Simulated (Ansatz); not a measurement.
# Ba2CeSnO6 (Fm-3m): the equilibrium volume

At what volume is Ba2CeSnO6 (Fm-3m) free of pressure?

Computed with Ansatz 0.2.0 (DFT PBE+U (U_eff = 5 eV on Ce 4f), scalar-relativistic, plane waves, PAW, unless a step's input says otherwise).

4 further runs of the same task are left out: 4 set aside as unsound or not needed.

**1. Starting point**

Symmetry: Fm-3m, No. 225, cubic system. The conventional cell has a = 8.688 Å, b = 8.688 Å, c = 8.688 Å, α = 90.00°, β = 90.00°, γ = 90.00°. Around Ba (site symmetry -43m) lie 12 O at 3.07 Å. Ce (site symmetry m-3m) is surrounded by 6 O at 2.24 Å. Around O (site symmetry 4mm) lie 1 Sn at 2.10 Å and 1 Ce at 2.24 Å. Around Sn (site symmetry m-3m) lie 6 O at 2.10 Å.

Structure file:

```
CELL_PARAMETERS angstrom
0.00000 4.34387 4.34387
4.34387 0.00000 4.34387
4.34387 4.34387 0.00000
ATOMIC_POSITIONS crystal
Ba 0.25000 0.25000 0.25000
Ba 0.75000 0.75000 0.75000
Ce 0.00000 0.00000 0.00000
O 0.74213 0.25787 0.25787
O 0.25787 0.74213 0.74213
O 0.25787 0.74213 0.25787
O 0.74213 0.25787 0.74213
O 0.25787 0.25787 0.74213
O 0.74213 0.74213 0.25787
Sn 0.50000 0.50000 0.50000
```

**2. The first run (PBE+U, 4×4×4 mesh)**

input.yaml

```yaml
crystal:
  lattice:
    - [0.0, 4.34387282, 4.34387282]
    - [4.34387282, 0.0, 4.34387282]
    - [4.34387282, 4.34387282, 0.0]
  atoms:
    - { symbol: Ba, position: [0.25, 0.25, 0.25] }
    - { symbol: Ba, position: [0.75, 0.75, 0.75] }
    - { symbol: Ce, position: [0.0, 0.0, 0.0] }
    - { symbol: O, position: [0.74212518, 0.25787482, 0.25787482] }
    - { symbol: O, position: [0.25787482, 0.74212518, 0.74212518] }
    - { symbol: O, position: [0.25787482, 0.74212518, 0.25787482] }
    - { symbol: O, position: [0.74212518, 0.25787482, 0.74212518] }
    - { symbol: O, position: [0.25787482, 0.25787482, 0.74212518] }
    - { symbol: O, position: [0.74212518, 0.74212518, 0.25787482] }
    - { symbol: Sn, position: [0.5, 0.5, 0.5] }
basis:
  ecutwfc: 420
kpoints:
  mp_grid: { grid: [4, 4, 4] }
hamiltonian:
  xc: pbe
  hubbard: { sites: [{ species: Ce, l: f, u_eff: 5.0 }] }
scf:
  occupations: { method: gaussian, width: 0.1 }
output:
  forces: true
  stress: true
  eigenvalues: true
```

Started as:

```bash
ansatz run input.yaml --threads 8 --pin off --max-ram 14336MiB --backend cpu --events-out ev --progress --plain --runs-dir out
```

After this run come: Relaxing cell and atoms.

What does the calculation give? Wanted: volume; pressure; conventional cell; gap on the mesh.

The runs gave:

| quantity | value |
| --- | --- |
| volume | 16.159 Å³/atom |
| pressure | 0.00 GPa |
| conventional cell | a = 8.646 Å, b = 8.646 Å, c = 8.646 Å, α = 90.00°, β = 90.00°, γ = 90.00° |
| gap on the mesh | 2.69 eV |

Over the 2 runs shown the cell moved from 16.39 to 16.16 Å³/atom, a change of -1.4 %, where the pressure is zero within 0.01 GPa. Spin–orbit coupling is left out, though the cell holds Ce; it splits the 4f levels.
